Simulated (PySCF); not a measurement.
# A diatomic session: SiSb+

What are the lowest state that PBE0 finds, the bond length, vibrational wavenumber and bond energy of SiSb+, and how much do these hang on the method?

Program: PySCF 2.14.0. Level of theory: Si def2-TZVPPD, Sb def2-TZVPPD with ECP28, scalar-relativistic core potentials. These are calculated values, not measurements.

### Step 1. Set-up

The job is set up so:

```yaml
atoms: Si, Sb
charge: 1
basis: Si def2-TZVPPD, Sb def2-TZVPPD with ECP28
Hamiltonian: scalar-relativistic core potentials
basis_functions: 104
electrons_treated: 36
masses_in_u: 27.9769, 120.9038
levels: PBE0, PBE, r²SCAN, M06-2X, B2PLYP, M06-L, MN15, r²SCANh, ωB97X-V, HF, MP2, SCS-MP2, CCSD, CCSD(T)
grid: 80 radial by 434 angular points
occupations: held fixed by the projection of orbital angular momentum
dissociation_limit: Si+ + Sb, each in its ground configuration
starting_distance_in_angstrom: 2.580
values_of_2S_to_try: 0, 2, 4
```

Launch:

```bash
> OMP_NUM_THREADS=2 python dia.py task.json out
```

Further steps of the session: PBE0 along the bond; Other states along the same grid; PBE; r²SCAN (meta-GGA); M06-2X (hybrid meta-GGA); B2PLYP (double hybrid); M06-L; MN15 (hybrid meta-GGA); r²SCANh (hybrid meta-GGA); ωB97X-V (range-separated hybrid); UHF; MP2 and coupled cluster.

**Question.** What will these runs give? Wanted: for each run, Re; ωe; De; μ.

The runs gave:

Lowest PBE0 solution found, without spin–orbit coupling: ³Σ⁻ (triplet), unpaired electrons π ↑↑. State 2 has its PBE0 minimum 0.23 eV higher, as a spin-mixed determinant (⟨S²⟩ = 1.01), so this is no gap between pure states. The other levels ran on the lowest alone.

| level | Re (Å) | ωe (cm⁻¹) | De (eV) | μ (D) |
| --- | --- | --- | --- | --- |
| UHF | 2.513 | 354 | 1.40 | -4.17 |
| UHF-MP2 | 2.497 | 380 | 2.51 | n/a |
| UHF-SCS-MP2 | 2.505 | 367 | 2.44 | n/a |
| UHF-CCSD | 2.515 | 355 | 2.51 | n/a |
| UHF-CCSD(T) | 2.527 | 348 | 2.69 | n/a |
| PBE | 2.559 | 334 | 3.36 | -3.16 |
| r²SCAN | 2.533 | 348 | 3.12 | -3.21 |
| M06-L | 2.531 | 352 | 3.50 | -2.73 |
| r²SCANh | 2.522 | 355 | 3.02 | -3.27 |
| PBE0 | 2.520 | 357 | 3.05 | -3.28 |
| MN15 | 2.501 | 358 | 2.96 | -3.40 |
| M06-2X | 2.518 | 356 | 2.63 | -3.89 |
| ωB97X-V | 2.488 | 379 | 2.97 | -3.41 |
| B2PLYP | 2.532 | 348 | 2.88 | -3.71 |

De is counted to Si+ + Sb in their ground configurations. A positive dipole points from Si to Sb; in an ion it is taken about the centre of mass and does not tell which atom is negative.

Differences from CCSD(T) in the same basis:

| level | Re (mÅ) | ωe (%) |
| --- | --- | --- |
| UHF | -15 | +1.7 |
| UHF-MP2 | -31 | +9.1 |
| UHF-SCS-MP2 | -22 | +5.4 |
| UHF-CCSD | -12 | +1.9 |
| PBE | +31 | -4.2 |
| r²SCAN | +5 | -0.1 |
| M06-L | +4 | +1.2 |
| r²SCANh | -5 | +1.9 |
| PBE0 | -7 | +2.6 |
| MN15 | -26 | +2.8 |
| M06-2X | -9 | +2.3 |
| ωB97X-V | -39 | +8.7 |
| B2PLYP | +5 | 0.0 |

**Reading.** Judged by CCSD(T) in the same basis: best bond length M06-L (+4 mÅ), worst ωB97X-V (-39 mÅ); best wavenumber B2PLYP (0.0 %), worst UHF-MP2 (+9.1 %). Hartree–Fock makes the bond too short and too stiff against this reference, as it mostly does. PBE gives a bond that is too long and too soft, as GGAs tend to. Among the levels with a De in the table, it runs from 1.40 eV (UHF) to 3.50 eV (M06-L).

Correlated steps freeze 9 core orbitals. These are scalar-relativistic numbers at best; spin–orbit coupling would shift them, the dissociation energy most. B2PLYP dipoles, levels and charges come from its SCF part alone. With spin–orbit coupling the term label itself may not hold.
